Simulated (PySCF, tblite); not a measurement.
# CH₉PSi₂: dynamics, then NMR shifts on frames

How do NMR shifts of CH₉PSi₂ (`C[SiH2][SiH2]P`) change as the atoms move?

Programs: tblite 0.8.0 and PySCF 2.14.0, with density-fitted response routines of our own. Each step states its level of theory. These are calculated values for one molecule in the gas phase, unless marked as measured. Atoms count from 0, in the outputs and in this text.

## 1. Starting geometry

13 atoms, charge 0, multiplicity 1; geometry from: GFN2-xTB.

Bonds of the start (Å): C0–Si1 1.90, Si1–Si2 2.33, Si2–P3 2.24, C0–H4 1.09, C0–H5 1.09, C0–H6 1.09, Si1–H7 1.47, Si1–H8 1.47, Si2–H9 1.47, Si2–H10 1.47, P3–H11 1.38, P3–H12 1.38.

## 2. A short Langevin run with GFN2-xTB

What the job is given:

```
{"job": {"kind": "md", "xc": "GFN2-xTB", "basis": "xTB", "temperature": 600, "steps": 2000, "every": 50, "frames": 5}, "charge": 0, "multiplicity": 1}
C     -2.340477    -0.145517    -0.643916
Si    -0.722119    -0.739301     0.152412
Si     1.026477     0.587862    -0.613853
P      2.980109    -0.276553     0.070184
H     -2.546405     0.889760    -0.388003
H     -3.187614    -0.739106    -0.314407
H     -2.295643    -0.211461    -1.727151
H     -0.893524    -0.666411     1.613165
H     -0.545433    -2.163629    -0.165017
H      1.169857     0.656640    -2.075876
H      0.932902     1.995157    -0.186039
H      2.728935    -0.090726     1.415016
H      3.688548     0.903772    -0.015490
```

Level: GFN2-xTB Langevin dynamics, gas phase.

Run with:

```bash
$ OMP_NUM_THREADS=1 python probes_run.py task.json out
```

This one command runs all jobs of the session in turn.

Output:

```text
t/fs     T/K      E/eV
    0.0   500.1   -345.09481
   25.0   372.5   -344.36011
   50.0   425.0   -344.59938
   75.0   325.0   -344.46405
  100.0   445.4   -344.66725
  125.0   437.5   -344.58424
  150.0   377.7   -344.42872
  175.0   518.9   -344.50535
  200.0   555.4   -344.57146
  225.0   444.3   -344.36357
  250.0   473.7   -344.36646
  275.0   550.1   -344.11653
  300.0   696.5   -344.48836
  325.0   587.5   -344.21596
  350.0   614.1   -344.60488
  375.0   673.9   -344.31182
  400.0   659.4   -343.80869
  425.0   675.4   -343.79735
  450.0   686.0   -343.79878
  475.0   648.1   -343.78848
  500.0   576.9   -343.86108
  525.0   613.6   -344.23442
  550.0   720.2   -344.65547
  575.0   677.6   -344.33241
  600.0   513.2   -344.48235
  625.0   336.6   -344.39627
  650.0   518.9   -344.49669
  675.0   647.9   -344.37856
  700.0   549.9   -344.67258
  725.0   356.9   -344.53157
  750.0   482.3   -344.56848
  775.0   557.0   -344.26900
  800.0   496.0   -344.51147
  825.0   673.5   -344.54055
  850.0   514.8   -344.22842
  875.0   446.1   -344.06442
  900.0   446.6   -344.20612
  925.0   481.7   -344.26448
  950.0   395.0   -344.36518
  975.0   415.1   -344.58471
 1000.0   401.9   -344.10435
```

Run time: 18 s. Hardware: 1 thread of Arm Neoverse N1, shared host; peak memory 0.18 GiB.

Distance from the start (root mean square after alignment): 0 fs 0.00 Å, 200 fs 0.71 Å, 400 fs 1.10 Å, 600 fs 1.32 Å, 800 fs 1.56 Å, 1000 fs 1.56 Å.

Positions (Å) and forces (eV/Å) at 1000 fs:

```xyz
13

C    -1.953   -1.088   -1.055    0.493    1.470    0.087
Si   -0.456   -1.843   -0.271    1.243   -2.552    1.126
Si    0.614   -0.086    0.788    0.760    0.045    0.294
P     0.033    0.766    2.837   -0.421    1.714   -1.345
H    -2.802   -1.623   -0.793   -1.581   -1.087    0.318
H    -1.904   -1.048   -2.128    0.016    0.336   -0.252
H    -2.090   -0.089   -0.587    0.044   -0.342   -0.767
H    -0.781   -3.244    0.394   -0.429    1.312    0.206
H     0.541   -2.693   -0.989    0.032    0.908   -0.628
H     2.089   -0.272    0.798   -0.073   -0.390    0.364
H     0.761    0.943   -0.227   -0.514    0.661   -0.233
H     0.936    1.942    2.806   -0.694   -1.351    0.026
H     0.888   -0.071    3.401    1.122   -0.726    0.804
```

## 3. NMR shieldings: 250 fs, PBE0/pcSseg-1

What the job is given:

```
{"job": {"kind": "nmr", "xc": "PBE0", "basis": "pcSseg-1", "pop": false}, "charge": 0, "multiplicity": 1}
C     -3.006700    -0.321200     0.209400
Si    -1.336500    -0.905900    -0.287700
Si     0.566000     0.474100    -0.444600
P      2.499000     0.035300     0.760900
H     -2.930300     0.498400     0.862300
H     -3.590300    -1.136000     0.758500
H     -3.705600    -0.155100    -0.665200
H     -0.896300    -1.878600     0.786500
H     -1.417500    -1.585300    -1.545900
H      0.919300     0.130900    -1.790600
H      0.315500     2.047700    -0.429300
H      1.957200     0.822700     1.794300
H      3.079900     1.282300     0.375300
```

Level: GIAO PBE0/pcSseg-1 NMR shielding, non-relativistic, gas phase.

Output:

```text
coarse grid: 11544 points
cycle   1  E = -963.3172651166  dE = -1.509e-01  |g| = 3.105e-01  |ddm| = 3.053e+00
cycle   2  E = -963.3118160985  dE =  5.449e-03  |g| = 3.371e-01  |ddm| = 5.603e-01
cycle   3  E = -963.3423457713  dE = -3.053e-02  |g| = 2.875e-02  |ddm| = 3.179e-01
cycle   4  E = -963.3425728245  dE = -2.271e-04  |g| = 7.261e-03  |ddm| = 4.553e-02
cycle   5  E = -963.3425899499  dE = -1.713e-05  |g| = 2.682e-03  |ddm| = 1.615e-02
cycle   6  E = -963.3425920823  dE = -2.132e-06  |g| = 3.698e-04  |ddm| = 4.781e-03
final grid: 95336 points
cycle   7  E = -963.3643701871  dE = -1.364e-05  |g| = 4.305e-03  |ddm| = 1.763e-02
cycle   8  E = -963.3643681373  dE =  2.050e-06  |g| = 5.034e-03  |ddm| = 7.982e-03
cycle   9  E = -963.3643747551  dE = -6.618e-06  |g| = 2.599e-04  |ddm| = 4.542e-03
cycle  10  E = -963.3643747696  dE = -1.452e-08  |g| = 6.289e-05  |ddm| = 3.701e-04
cycle  11  E = -963.3643747707  dE = -1.060e-09  |g| = 1.926e-05  |ddm| = 1.123e-04
cycle  12  E = -963.3643747708  dE = -1.269e-10  |g| = 4.218e-06  |ddm| = 3.815e-05
converged SCF energy = -963.3643747708

GIAO shielding tensors (ppm)
atom      isotropic    diamagn.    paramagn.     s11        s22        s33       span
  0 C      196.642     251.116     -54.474    191.024    197.271    201.631     10.608
  1 Si     422.761     880.948    -458.187    363.550    424.602    480.131    116.581
  2 Si     431.412     880.588    -449.177    375.867    435.601    482.767    106.900
  3 P      633.180     966.151    -332.970    530.043    655.977    713.520    183.477
  4 H       32.252      31.468       0.784     26.484     30.696     39.577     13.092
  5 H       29.836      26.592       3.243     24.803     27.180     37.523     12.720
  6 H       30.142      27.251       2.891     25.477     27.186     37.763     12.286
  7 H       27.094      29.859      -2.766     22.660     27.374     31.248      8.588
  8 H       28.025      30.819      -2.794     23.400     27.158     33.519     10.119
  9 H       28.023      30.934      -2.911     23.580     27.258     33.233      9.653
 10 H       26.212      28.530      -2.318     21.730     25.286     31.618      9.888
 11 H       30.150      29.986       0.164     24.967     27.887     37.595     12.628
 12 H       29.807      28.720       1.087     24.465     26.411     38.544     14.080
```

It took 15 s on 1 thread of Arm Neoverse N1, shared host; peak memory 0.66 GiB.

Shifts follow as δ = σ(reference) − σ, with reference shieldings (ppm) from runs at the same level and on the same kind of geometry: 1H TMS 31.72, 13C TMS 186.9, 29Si TMS 349.2, 31P H3PO4 318.4. The references are single molecules in the gas phase, so shifts against H2O, NH3, PH3, H3PO4 or CFCl3 are not on the usual liquid scales and can be off by tens of ppm. Each atom is listed at this fixed geometry, with no averaging over motion; a spectrum would average atoms that exchange fast.

| atoms | environment | σ (ppm) | δ (ppm) |
| --- | --- | --- | --- |
| C0 | methyl carbon bonded to Si | 196.6 | -9.7 |
| H10 | hydrogen on a silicon bonded to P, Si | 26.21 | 5.51 |
| H7 | hydrogen on a silicon bonded to C, Si | 27.09 | 4.62 |
| H9 | hydrogen on a silicon bonded to P, Si | 28.02 | 3.69 |
| H8 | hydrogen on a silicon bonded to C, Si | 28.03 | 3.69 |
| H12 | hydrogen on a phosphorus bonded to Si | 29.81 | 1.91 |
| H5 | hydrogen on a methyl carbon bonded to Si | 29.84 | 1.88 |
| H6 | hydrogen on a methyl carbon bonded to Si | 30.14 | 1.58 |
| H11 | hydrogen on a phosphorus bonded to Si | 30.15 | 1.57 |
| H4 | hydrogen on a methyl carbon bonded to Si | 32.25 | -0.54 |
| Si1 | silicon bonded to C, Si, 2 H | 422.8 | -73.6 |
| Si2 | silicon bonded to P, Si, 2 H | 431.4 | -82.3 |
| P3 | phosphorus bonded to Si, 2 H | 633.2 | -314.8 |

## 4. Shielding tensors: 425 fs, PBE0/pcSseg-1

What the job is given:

```
{"job": {"kind": "nmr", "xc": "PBE0", "basis": "pcSseg-1", "pop": false}, "charge": 0, "multiplicity": 1}
C     -3.105000    -1.069200     0.946300
Si    -1.269500    -1.140900    -0.113400
Si     0.225400     0.860800    -0.115800
P      1.718100     0.047700     1.270400
H     -3.150300    -0.775200     2.008900
H     -3.409300    -2.145900     0.942800
H     -3.758100    -0.446000     0.400300
H     -0.388200    -1.983600     0.572000
H     -1.652200    -1.219900    -1.542000
H      0.644100     1.009900    -1.610000
H      0.029400     2.420100     0.300000
H      1.184900     0.328400     2.523500
H      2.682200     0.968300     1.571900
```

Method: GIAO PBE0/pcSseg-1 NMR shielding, non-relativistic, gas phase.

Output:

```text
coarse grid: 11544 points
cycle   1  E = -963.2820963899  dE = -2.392e-01  |g| = 3.136e-01  |ddm| = 3.036e+00
cycle   2  E = -963.2689904512  dE =  1.311e-02  |g| = 3.768e-01  |ddm| = 6.548e-01
cycle   3  E = -963.3097180461  dE = -4.073e-02  |g| = 3.207e-02  |ddm| = 3.767e-01
cycle   4  E = -963.3099896003  dE = -2.716e-04  |g| = 1.316e-02  |ddm| = 5.832e-02
cycle   5  E = -963.3100408453  dE = -5.124e-05  |g| = 2.210e-03  |ddm| = 2.197e-02
cycle   6  E = -963.3100418581  dE = -1.013e-06  |g| = 3.122e-04  |ddm| = 3.543e-03
final grid: 95336 points
cycle   7  E = -963.3323853996  dE = -1.401e-05  |g| = 4.579e-03  |ddm| = 1.589e-02
cycle   8  E = -963.3323825995  dE =  2.800e-06  |g| = 5.459e-03  |ddm| = 8.933e-03
cycle   9  E = -963.3323905037  dE = -7.904e-06  |g| = 4.992e-04  |ddm| = 4.985e-03
cycle  10  E = -963.3323905653  dE = -6.167e-08  |g| = 9.536e-05  |ddm| = 6.509e-04
cycle  11  E = -963.3323905683  dE = -2.914e-09  |g| = 2.098e-05  |ddm| = 1.749e-04
cycle  12  E = -963.3323905684  dE = -1.653e-10  |g| = 4.776e-06  |ddm| = 4.075e-05
converged SCF energy = -963.3323905684

GIAO shielding tensors (ppm)
atom      isotropic    diamagn.    paramagn.     s11        s22        s33       span
  0 C      183.366     247.997     -64.631    173.843    181.582    194.673     20.830
  1 Si     392.098     880.333    -488.235    325.901    399.486    450.906    125.004
  2 Si     423.561     879.642    -456.081    372.110    389.934    508.639    136.529
  3 P      586.665     968.307    -381.642    459.264    641.229    659.503    200.238
  4 H       30.537      29.368       1.169     26.352     28.110     37.150     10.798
  5 H       30.263      26.321       3.942     25.547     27.954     37.289     11.742
  6 H       31.746      29.688       2.057     26.925     29.270     39.043     12.119
  7 H       27.705      31.390      -3.685     23.797     28.046     31.271      7.474
  8 H       26.581      29.675      -3.094     22.756     25.641     31.345      8.589
  9 H       26.379      28.455      -2.076     23.345     24.238     31.555      8.210
 10 H       25.019      27.212      -2.193     21.064     23.256     30.736      9.672
 11 H       30.110      31.212      -1.102     24.690     28.344     37.296     12.606
 12 H       30.138      30.551      -0.413     24.439     26.072     39.903     15.464
```

Run time: 14 s. Hardware: 1 thread of Arm Neoverse N1, shared host; peak memory 0.67 GiB.

Key values: δ C0 3.6, Si1 -42.9, Si2 -74.4, P3 -268.3, H10 6.70, H9 5.34 ppm.

[end of part 1 of 2]
